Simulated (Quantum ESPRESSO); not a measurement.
A calculation with Quantum ESPRESSO 7.5 of Na3Sc (ASE script, structure from a POSCAR):

File run.py:

```python
import numpy as np
from ase.calculators.espresso import Espresso, EspressoProfile
from ase.io import read

atoms = read('POSCAR')

input_data = {
    'control': {'calculation': 'scf', 'prefix': 'pwscf', 'outdir': './tmp', 'tprnfor': True, 'tstress': True, 'disk_io': 'nowf'},
    'system': {'ecutwfc': 60.0, 'ecutrho': 440.0, 'nbnd': 27, 'occupations': 'smearing', 'smearing': 'fd', 'degauss': 0.00367493},
    'electrons': {'conv_thr': 8e-10, 'electron_maxstep': 120, 'mixing_beta': 0.5},
}
pseudopotentials = {'Na': 'na_pbe_v1.5.uspp.F.UPF', 'Sc': 'Sc_ONCV_PBE-1.0.oncvpsp.upf'}
profile = EspressoProfile(command='pw.x', pseudo_dir='pseudo')
dft = Espresso(profile=profile, input_data=input_data, pseudopotentials=pseudopotentials, kpts=(7, 7, 7), koffset=(0, 0, 0))
atoms.calc = dft

print(f'energy {atoms.get_potential_energy():.8f} eV')
print('forces (eV/A)')
print(np.round(atoms.get_forces(), 6))
print('stress (eV/A^3, Voigt)')
print(np.round(atoms.get_stress(), 8))
print(f'Fermi level {dft.get_fermi_level():.4f} eV')
```

File POSCAR:

```
Na3Sc
1.0
    0.0000000000      3.3965029400      3.3965029400
    3.3965029400      0.0000000000      3.3965029400
    3.3965029400      3.3965029400      0.0000000000
Na Sc
3 1
Direct
    0.2500000000      0.2500000000      0.2500000000
    0.7500000000      0.7500000000      0.7500000000
    0.5000000000      0.5000000000      0.5000000000
    0.0000000000      0.0000000000      0.0000000000
```

Potentials or basis: SSSP 1.3 efficiency PBE.

Command:

```console
$ OMP_NUM_THREADS=1 python run.py
```

The cell was built by a generator and needn't be a form met in nature.

Question: Write the same calculation in another form: native input, structure typed inline.

Answer: As run:

File pw.in:

```
&CONTROL
  calculation = 'scf'
  prefix = 'pwscf'
  outdir = './tmp'
  pseudo_dir = './pseudo'
  tprnfor = .true.
  tstress = .true.
  disk_io = 'nowf'
/
&SYSTEM
  ibrav = 0
  nat = 4
  ntyp = 2
  ecutwfc = 60
  ecutrho = 440
  nbnd = 27
  occupations = 'smearing'
  smearing = 'fd'
  degauss = 0.00367493
/
&ELECTRONS
  conv_thr = 8d-10
  electron_maxstep = 120
  mixing_beta = 0.5
/
ATOMIC_SPECIES
Na    22.9898 na_pbe_v1.5.uspp.F.UPF
Sc    44.9559 Sc_ONCV_PBE-1.0.oncvpsp.upf
CELL_PARAMETERS angstrom
   0.0000000000    3.3965029400    3.3965029400
   3.3965029400    0.0000000000    3.3965029400
   3.3965029400    3.3965029400    0.0000000000
ATOMIC_POSITIONS crystal
Na     0.2500000000    0.2500000000    0.2500000000
Na     0.7500000000    0.7500000000    0.7500000000
Na     0.5000000000    0.5000000000    0.5000000000
Sc     0.0000000000    0.0000000000    0.0000000000
K_POINTS automatic
7 7 7 0 0 0
```

Potentials or basis: SSSP 1.3 efficiency PBE.

Launch:

```sh
$ OMP_NUM_THREADS=1 pw.x -in pw.in > pw.out
```

Both were run:

|  | ASE script, structure from a POSCAR | native input, structure typed inline |
| --- | --- | --- |
| Pressure | 17.4 GPa | 17.4 GPa |
| Band gap on the k mesh | none (metal or under the smearing width) | none (metal or under the smearing width) |

Keys that steer only the numerical path or the files written may differ.

Caveat: so large a pressure means that the cell lies far from this level's equilibrium, or that cutoff or potentials fall short.
